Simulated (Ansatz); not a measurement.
**Molecular dynamics of WC**

Input file:

```yaml
accuracy: low
crystal:
  lattice:
    - [-3.039955, -5.265357, 0.0]
    - [4.559933, -2.632678, 0.0]
    - [0.0, 0.0, 5.94809]
  atoms:
    - { symbol: W, position: [0.76189735, 0.50918761, 0.00383269] }
    - { symbol: C, position: [0.49537934, 0.67254096, 0.23979039] }
    - { symbol: W, position: [0.74099655, 0.52221278, 0.48713365] }
    - { symbol: C, position: [0.46221251, 0.60129099, 0.7634905] }
    - { symbol: W, position: [0.49295437, 0.06365979, -0.00807417] }
    - { symbol: C, position: [0.23447279, 0.21432589, 0.26380028] }
    - { symbol: W, position: [0.49298842, -0.00192128, 0.49725343] }
    - { symbol: C, position: [0.24801394, 0.17421161, 0.79182362] }
    - { symbol: W, position: [0.2134665, 0.48434222, 0.01774036] }
    - { symbol: C, position: [-0.01048534, 0.69847738, 0.19817881] }
    - { symbol: W, position: [0.23829018, 0.55326063, 0.49884029] }
    - { symbol: C, position: [-0.01830325, 0.64908086, 0.78898597] }
    - { symbol: W, position: [-0.0329049, -0.00241535, 0.00149003] }
    - { symbol: C, position: [0.74924187, 0.23165816, 0.24436252] }
    - { symbol: W, position: [0.03279671, 0.04209282, 0.50213332] }
    - { symbol: C, position: [0.76024519, 0.1840706, 0.69844978] }
basis:
  ecutwfc: 420.0
kpoints:
  mp_grid: { grid: [2, 2, 2] }
hamiltonian:
  xc: lda
  pseudopotentials: { kind: paw, azcp: { folder: soft_1 } }
scf:
  occupations: { method: fermi_dirac, width: 0.24 }
  lower_state_search: "off"
md:
  timestep: 1
  n_steps: 269
  ensemble: nvt_langevin
  temperature: 2240.0
  initial_velocities: maxwell_boltzmann
  seed: 536524
  friction: 0.02
  temperature_schedule:
    - { n_steps: 202, end_temperature: 300.0 }
    - { n_steps: 67, end_temperature: 300.0 }
```

Run as:

```bash
$ ansatz run input.yaml --threads 1 --pin off --max-ram 3072MiB --backend cpu --events-out ev --progress --plain --runs-dir out
```

It goes on from the last frame of an earlier run, with new velocities.

Output, in part (step lines):

```
md step     0: t =     0.00 fs  T =  2100.0 K (target 2240.0 K)  F+E_penalty+E_count = -82982.45967561 eV  E_kin = 4.343136 eV  (9 SCF iters)
md step     1: t =     1.00 fs  T =  1933.5 K (target 2235.2 K)  F+E_penalty+E_count = -82982.54195969 eV  E_kin = 3.998855 eV  (7 SCF iters)
md step     2: t =     2.00 fs  T =  1986.9 K (target 2225.6 K)  F+E_penalty+E_count = -82982.66830258 eV  E_kin = 4.109209 eV  (7 SCF iters)
md step     3: t =     3.00 fs  T =  1936.7 K (target 2216.0 K)  F+E_penalty+E_count = -82982.82520374 eV  E_kin = 4.005311 eV  (7 SCF iters)
md step     4: t =     4.00 fs  T =  1899.2 K (target 2206.4 K)  F+E_penalty+E_count = -82982.97906834 eV  E_kin = 3.927868 eV  (7 SCF iters)
md step     5: t =     5.00 fs  T =  2085.3 K (target 2196.8 K)  F+E_penalty+E_count = -82983.12709301 eV  E_kin = 4.312826 eV  (5 SCF iters)
md step     6: t =     6.00 fs  T =  2244.8 K (target 2187.2 K)  F+E_penalty+E_count = -82983.26830026 eV  E_kin = 4.642676 eV  (5 SCF iters)
md step     7: t =     7.00 fs  T =  2389.3 K (target 2177.6 K)  F+E_penalty+E_count = -82983.40197067 eV  E_kin = 4.941505 eV  (5 SCF iters)
[... lines left out ...]
md step   268: t =   268.00 fs  T =   311.9 K (target 300.0 K)  F+E_penalty+E_count = -82987.47232804 eV  E_kin = 0.645077 eV  (4 SCF iters)
md step   269: t =   269.00 fs  T =   320.5 K (target 300.0 K)  F+E_penalty+E_count = -82987.47983290 eV  E_kin = 0.662832 eV  (6 SCF iters)
```

The steps, from the saved trajectory:

| time (fs) | T (K) | potential energy less start (eV) |
| --- | --- | --- |
| 0 | 2100 | 0.000 |
| 9 | 2243 | -1.138 |
| 18 | 1801 | -0.699 |
| 27 | 1743 | -0.489 |
| 36 | 2770 | -2.421 |
| 45 | 2596 | -2.569 |
| 54 | 1754 | -1.050 |
| 63 | 2676 | -1.879 |
| 72 | 2362 | -2.295 |
| 81 | 1787 | -1.851 |
| 90 | 1862 | -2.113 |
| 99 | 2025 | -2.343 |
| 108 | 1546 | -1.904 |
| 117 | 1634 | -2.163 |
| 126 | 1405 | -2.699 |
| 135 | 1632 | -2.739 |
| 144 | 1288 | -3.378 |
| 153 | 1020 | -3.438 |
| 162 | 805 | -3.347 |
| 171 | 1311 | -4.135 |
| 180 | 876 | -4.310 |
| 189 | 804 | -4.268 |
| 198 | 665 | -4.279 |
| 207 | 681 | -4.686 |
| 216 | 703 | -4.910 |
| 225 | 491 | -4.528 |
| 234 | 339 | -4.616 |
| 243 | 445 | -5.071 |
| 252 | 429 | -5.146 |
| 261 | 325 | -5.011 |

All steps were run. The schedule's set-point averaged 462 K over the second half and the system 747 K, so it lags behind the ramp. A run of 0.27 ps of so small a system gives no equilibrium averages. Limits of this set-up: coarse k mesh, PAW files made for another functional, low accuracy level.

Mean squared displacements from the first frame to the last, about the centre of mass: W 0.04 Å², C 0.10 Å².

Last frame:

```xyz
16
Lattice="-3.0400 -5.2654 0.0000 4.5599 -2.6327 0.0000 0.0000 0.0000 5.9481" Properties=species:S:1:pos:R:3
W 0.103 -5.292 -0.115
C 1.672 -4.463 1.320
W 0.060 -5.337 2.812
C 1.725 -4.383 4.425
W -1.423 -2.694 -0.090
C 0.044 -1.733 1.367
W -1.420 -2.745 2.902
C 0.062 -2.029 4.337
W 1.618 -2.708 -0.063
C 3.100 -1.812 1.379
W 1.658 -2.697 2.848
C 2.987 -1.811 4.352
W 0.083 -0.027 -0.179
C -1.406 -4.401 1.316
W 0.058 -0.079 2.901
C -1.410 -4.441 4.334
```

The run took 20 min on 1 thread of Arm Neoverse V2, on a shared host, peak memory 0.59 GiB.
